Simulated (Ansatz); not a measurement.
# CoO+ (quintet): the correlation ladder, def2-QZVPP

The task here is to estimate one member of a computed series from the others.

Method: def2-QZVPP, core rule «outside noble gas», up to 10 orbitals frozen; program: Ansatz 0.2.0, Gaussian basis.

Plan: UHF; ROHF; CCSD(T) on UHF.

2 further runs of the same task are left out: 2 set aside as unsound or not needed.

## The geometry

The geometry is a PBE0/def2-TZVP stationary point (not a proven minimum) of the parent state, kept for this charge and spin.

2 atoms, charge 1, spin multiplicity 5.

Atoms are counted from 1 here; the program's logs count them from 0.

Bond lengths: Co1–O2 1.703 Å.

The first run:

in.yaml reads:

```yaml
crystal:
  periodic: [false, false, false]
  atoms:
    - {symbol: Co, position_ang: [0.000000, 0.000000, 0.000000]}
    - {symbol: O, position_ang: [0.000000, 0.000000, 1.703400]}
basis:
  gaussian: {orbitals: "def2-QZVPP.json"}
total_charge: 1
magnetization: {spin_polarized: true, initial_magnetization: 4}
hamiltonian: {xc: hf}
output: {orbitals: {seedname: orbitals}}
```

The run is started by

```
$ ansatz run in.yaml --threads 1 --pin off --events-out ev --progress --plain --max-ram 4096MiB --backend cpu
```

Among the steps run: UHF; ROHF; CCSD(T) on UHF.

One table of the session follows, with a row left open; its other results are not shown here.

```
  method  from UCCSD(T) (kcal/mol)
    ROHF                   +327.69
     UHF                   +318.32
    UMP2                         ?
   UCCSD                    +17.12
UCCSD(T)                         0
```

Estimate the missing values for UMP2.

**Answer.** from UCCSD(T) (kcal/mol): +31.30. In the column «from UCCSD(T) (kcal/mol)» it lies between UCCSD (+17.12) and UHF (+318.32).
